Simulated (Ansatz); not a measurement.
Task: vertical and adiabatic energies of changing the electron count of BeF, with Ansatz's Python interface. Give the script and its output. Level of theory (for the species named): PBE0, def2-SVP basis, multiplicity 2.

```xyz
2

Be    0.0000    0.0000    0.0000
F     0.0000    0.0000    1.5750
```

`adiabatic_bef.py`
```python
"""Vertical and adiabatic ionisation of BeF."""

from dataclasses import dataclass
import itertools

import ansatz as az
from ase import Atoms
from ase.data import atomic_numbers, covalent_radii
import numpy as np


@dataclass(frozen=True)
class RunConfig:
    basis: str = "def2-SVP"
    xc: str = "pbe0"
    net_charge: int = 1


settings = RunConfig()

atoms = Atoms(["Be", "F"], positions=[
    [0.0, 0.0, 0.0],
    [0.0, 0.0, 1.575],
])
geometry = az.Crystal.molecule_from_ase(atoms)

setup = (
    geometry.calculation()
    .basis(gaussian=settings.basis)
    .functional(settings.xc)
    .spin("collinear", total=1)
)
symbols = [site.symbol for site in geometry.cartesian_sites]
start = np.array([site.position_ang for site in geometry.cartesian_sites], dtype=float)
r = setup.relax(force_tolerance=0.01).run(threads=1, pin="off").report
end = np.array(r["positions_ang"])

minimum = az.Crystal.molecule()
for symbol, place in zip(symbols, end):
    minimum = minimum.atom(symbol, place.tolist())
ion = minimum.calculation().basis(gaussian=settings.basis).functional(settings.xc).charge(settings.net_charge)
vertical = ion.run(threads=1, pin="off").report
settled = ion.relax(force_tolerance=0.01, max_steps=80).run(threads=1, pin="off").report
print(f"vertical ionisation energy   {vertical['free_energy_ev'] - r['free_energy_ev']:.3f} eV")
print(f"adiabatic, no zero point     {settled['free_energy_ev'] - r['free_energy_ev']:.3f} eV")
print(f"relaxation energy of the ion {vertical['free_energy_ev'] - settled['free_energy_ev']:.3f} eV")
ionised = np.array(settled["positions_ang"])
# pairs closer than 1.2 times the sum of covalent radii, before or after
radius = [covalent_radii[atomic_numbers[s]] for s in symbols]
span = lambda where, i, j: np.linalg.norm(where[i] - where[j])
bonded = [(i, j) for i, j in itertools.combinations(range(len(symbols)), 2) if min(span(end, i, j), span(ionised, i, j)) < 1.2 * (radius[i] + radius[j])]
print("pair        before    after (A)")
for i, j in bonded:
    print(f"{symbols[i]}{i}-{symbols[j]}{j}".ljust(10), f"{span(end, i, j):8.4f} {span(ionised, i, j):8.4f}")
```

```console
$ python adiabatic_bef.py
vertical ionisation energy   9.335 eV
adiabatic, no zero point     9.301 eV
relaxation energy of the ion 0.034 eV
pair        before    after (A)
Be0-F1       1.3972   1.3558
```

Reading the output:
- The energies are electronic: no zero-point or thermal terms, and the basis set is short of its limit. The product may relax into another structure. The relaxation finds the nearest minimum, so the adiabatic value is an upper bound.
- The species is open-shell (spin multiplicity 2).
- Only the spin states typed were run; another state of an ion can lie lower, by up to an eV or two.
- The spin state was assumed, and another may lie lower.
- Finished in 4 s on 1 thread of Arm Neoverse V2, with other jobs on the host, peak memory 0.16 GiB.

(Lines on the test bed's own set-up are left out of the output.)
